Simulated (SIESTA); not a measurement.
Write the native input for SIESTA 5.4.2 that does the following.

* Task: relaxation of the atoms
* Functional: PW91
* Potentials or basis: PseudoDojo 0.4 standard (PBE files)
* Basis: DZP (energy shift 0.003 Ry; two zetas on semicore shells)
* Grid cutoff: 800 Ry
* Energy shift: 0.003 Ry
* k mesh: 10 × 10 × 1
* Occupations: fermi-dirac, width 0.05 eV
* Spin: no spin polarisation
* dipole correction: yes
* optimiser: FIRE
* force tolerance: 0.02 eV/Å

Hf, a sheet with vacuum:

```
Hf
1.0
     2.77876    0.00000    0.00000
     0.00000    2.77876    0.00000
     0.00000    0.00000   23.80000
Hf
1
Direct
  0.00000 0.00000 0.29412
```

The cell was built by a generator and needn't be a form met in nature.

One way to write it, as run:

Hf.fdf

```
SystemName                      Hf
SystemLabel                     Hf
NumberOfSpecies                 1
NumberOfAtoms                   1
%block ChemicalSpeciesLabel
  1  72 Hf
%endblock ChemicalSpeciesLabel

UseStructFile                   true

%block kgrid.MonkhorstPack
   10   0   0  0.0
    0  10   0  0.0
    0   0   1  0.0
%endblock kgrid.MonkhorstPack
XC.Functional                   GGA
XC.Authors                      PW91
PAO.BasisSize                   DZP
PAO.EnergyShift                 0.003 Ry
Mesh.Cutoff                     800 Ry
OccupationFunction              FD
ElectronicTemperature           0.05 eV
Slab.DipoleCorrection           vacuum
MaxSCFIterations                120
SCF.MustConverge                false
SCF.Mixer.Method                Pulay
SCF.Mixer.Weight                0.25
SCF.Mixer.History               8
SCF.DM.Tolerance                5.0e-05
SCF.H.Tolerance                 1.0e-03 eV
WriteForces                     true
Charge.Mulliken                 end
MD.TypeOfRun                    FIRE
MD.Steps                        40
MD.MaxForceTol                  0.02 eV/Ang
MD.MaxDispl                     0.1 Ang
WriteCoorStep                   true
AtomCoorFormatOut               Fractional
%block PAO.Basis
  Hf 5
  n=5 0 2
    3.241 0.000
  n=6 0 2
    8.179 0.000
  n=5 1 2
    3.929 0.000
  n=6 1 1
    8.179
  n=5 2 2
    7.906 0.000
%endblock PAO.Basis
```

Hf.STRUCT_IN

```
   2.7787600000     0.0000000000     0.0000000000
   0.0000000000     2.7787600000     0.0000000000
   0.0000000000     0.0000000000    23.8000000000
1
1  72    0.0000000000     0.0000000000     0.2941200000
```

Potentials or basis: PseudoDojo 0.4 standard (PBE files), DZP (energy shift 0.003 Ry; two zetas on semicore shells).

The run is started by

```sh
$ siesta Hf.fdf > Hf.out 2>&1
```

It gave:

```
Band gap on the k mesh : none (metal or under the smearing width)
```

Caveat: the relaxation stopped at its first step, so nothing moved; the potentials were made for another functional, which shifts forces and pressure; the basis of atomic orbitals isn't converged, which shifts pressures, moduli and gaps.

It took 24 s on 1 thread of Intel(R) Xeon(R) Platinum 8488C (Sapphire Rapids), with other jobs on the host, peak memory 0.39 GiB.
